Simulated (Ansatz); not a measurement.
# C4H13GaN2O: the cost of one run

Program: Ansatz 0.2.0, Gaussian basis. Level of theory: the settings change from run to run. These are calculated values, not measurements.

## Step 1: The molecule

The structure was relaxed beforehand with PBE0-D4 in a triple-zeta def2 set.

SMILES `C[N](C)[Ga]([OH])[N](C)C`, 21 atoms, charge 0, spin multiplicity 1.

Atoms are counted from 1 here; the program's logs count them from 0.

Bond lengths: C1–N2 1.438 Å, C1–H9 1.091 Å, C1–H10 1.101 Å, C1–H11 1.101 Å, N2–C3 1.438 Å, N2–Ga4 1.820 Å, C3–H12 1.101 Å, C3–H13 1.101 Å, C3–H14 1.093 Å, Ga4–O5 1.793 Å, Ga4–N6 1.812 Å, O5–H15 0.958 Å, N6–C7 1.441 Å, N6–C8 1.437 Å, C7–H16 1.100 Å, C7–H17 1.101 Å, C7–H18 1.091 Å, C8–H19 1.101 Å and more. Angles: N2–C1–H9 111.3°, N2–C1–H10 111.2°, N2–C1–H11 112.1°, H9–C1–H10 107.1°, H9–C1–H11 107.8°, H10–C1–H11 107.0°, C1–N2–C3 113.0°, C1–N2–Ga4 124.8°, C3–N2–Ga4 122.2°, N2–C3–H12 111.8°, N2–C3–H13 111.7°, N2–C3–H14 111.1°, H12–C3–H13 107.1°, H12–C3–H14 107.7°, H13–C3–H14 107.1°, N2–Ga4–O5 119.7°, N2–Ga4–N6 126.4°, O5–Ga4–N6 113.8° and more.

## Step 2: revPBE/6-31G

Options: charge +1, multiplicity 2.

in.yaml

```yaml
crystal:
  periodic: [false, false, false]
  atoms:
    - {symbol: C, position_ang: [-1.444212, -0.579704, 1.704528]}
    - {symbol: N, position_ang: [-1.395752, 0.401922, 0.654637]}
    - {symbol: C, position_ang: [-2.617892, 1.149404, 0.526087]}
    - {symbol: Ga, position_ang: [0.038817, 0.696325, -0.426624]}
    - {symbol: O, position_ang: [0.141379, 2.215311, -1.373483]}
    - {symbol: N, position_ang: [1.444044, -0.419385, -0.677486]}
    - {symbol: C, position_ang: [2.633820, 0.030306, -1.354970]}
    - {symbol: C, position_ang: [1.498466, -1.799592, -0.281745]}
    - {symbol: H, position_ang: [-0.479536, -1.074512, 1.828833]}
    - {symbol: H, position_ang: [-1.698749, -0.117736, 2.670414]}
    - {symbol: H, position_ang: [-2.199213, -1.357465, 1.510960]}
    - {symbol: H, position_ang: [-2.857532, 1.703467, 1.446539]}
    - {symbol: H, position_ang: [-3.475752, 0.494184, 0.311094]}
    - {symbol: H, position_ang: [-2.553074, 1.872846, -0.290280]}
    - {symbol: H, position_ang: [-0.468555, 2.896849, -1.088169]}
    - {symbol: H, position_ang: [2.832459, -0.568226, -2.256551]}
    - {symbol: H, position_ang: [3.522043, -0.049862, -0.710076]}
    - {symbol: H, position_ang: [2.532425, 1.072415, -1.662368]}
    - {symbol: H, position_ang: [1.703496, -2.453122, -1.143141]}
    - {symbol: H, position_ang: [2.291207, -1.986919, 0.459073]}
    - {symbol: H, position_ang: [0.552112, -2.126498, 0.152739]}
basis:
  gaussian: {orbitals: 6-31G}
total_charge: 1
magnetization: {spin_polarized: true, initial_magnetization: 1}
hamiltonian: {xc: {name: revPBE}}
output: {forces: true}
```

On the command line:

```sh
$ ansatz run in.yaml --threads 4 --pin off --events-out ev --progress --plain --max-ram 41984MiB --backend cpu
```

What time and memory should one allow on 4 threads of AMD EPYC 7R13, shared host?

About 9.5 s, with a peak of 0.97 GiB.
